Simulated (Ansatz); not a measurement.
Relaxation of a periodic cell of 17 atoms, FeSi₁₆ (host Si, host structure diamond, interstitial Fe), to a largest force component of 0.08 eV/Å in at most 25 steps.

The calculation used DFT PBEsol, scalar-relativistic, plane waves, PAW (Ansatz 0.2.0). Settings: PAW set soft_1, cutoff 420 eV, k mesh 2x2x2, fermi-dirac smearing 0.02 eV, spin collinear.

```xyz
17
Lattice="0.0000 5.4300 5.4300 5.4300 0.0000 5.4300 5.4300 5.4300 0.0000" Properties=species:S:1:pos:R:3
Si 0.000 0.000 0.000
Si 1.357 1.357 1.357
Si 2.715 2.715 0.000
Si 4.072 4.072 1.357
Si 2.715 0.000 2.715
Si 4.072 1.357 4.072
Si 5.430 2.715 2.715
Si 6.787 4.072 4.072
Si 0.000 2.715 2.715
Si 1.357 4.072 4.072
Si 2.715 5.430 2.715
Si 4.072 6.787 4.072
Si 2.715 2.715 5.430
Si 4.072 4.072 6.787
Si 5.430 5.430 5.430
Si 6.787 6.787 6.787
Fe 2.046 4.775 6.074
```

Question: Where does it end, and by what steps?

Answer: The forces met the threshold. The force dipped under the threshold on the way, but the program's further checks kept it going. Limits of this set-up: coarse k mesh, PAW files made for another functional, a small cell, in which the defect meets its images, a typed lattice constant that wasn't relaxed here. After 5 steps the energy has fallen by 0.297 eV; Si12 moved furthest, 0.13 Å.

| step | energy less start (eV) | largest force component (eV/Å) | accepted |
| --- | --- | --- | --- |
| 0 | 0.0000 | 1.341 | yes |
| 1 | -0.2407 | 0.557 | yes |
| 2 | -0.2974 | 0.054 | yes |
| 3 | -0.2974 | 0.054 | yes |
| 4 | -0.2971 | 0.062 | no |
| 5 | -0.2974 | 0.054 | yes |

```xyz
17
Lattice="0.0000 5.4300 5.4300 5.4300 0.0000 5.4300 5.4300 5.4300 0.0000" Properties=species:S:1:pos:R:3
Si -0.057 0.018 -0.018
Si 1.341 1.418 1.374
Si 2.690 2.732 0.025
Si 4.060 4.098 1.332
Si 2.732 0.017 2.768
Si 4.144 1.430 3.999
Si 5.504 2.789 2.641
Si 6.814 4.098 4.085
Si -0.077 2.640 2.789
Si 1.340 4.056 4.011
Si 2.690 5.405 2.698
Si 3.995 6.710 4.150
Si 2.732 2.660 5.412
Si 4.131 4.057 6.803
Si 5.447 5.405 5.455
Si 6.814 6.775 6.762
Fe 2.047 4.768 6.088
```

Whether the end is a true minimum wasn't checked by a vibrational analysis.

Time of the run: 57 s on 2 threads of Arm Neoverse V2, with other jobs on the host, peak memory 0.73 GiB.
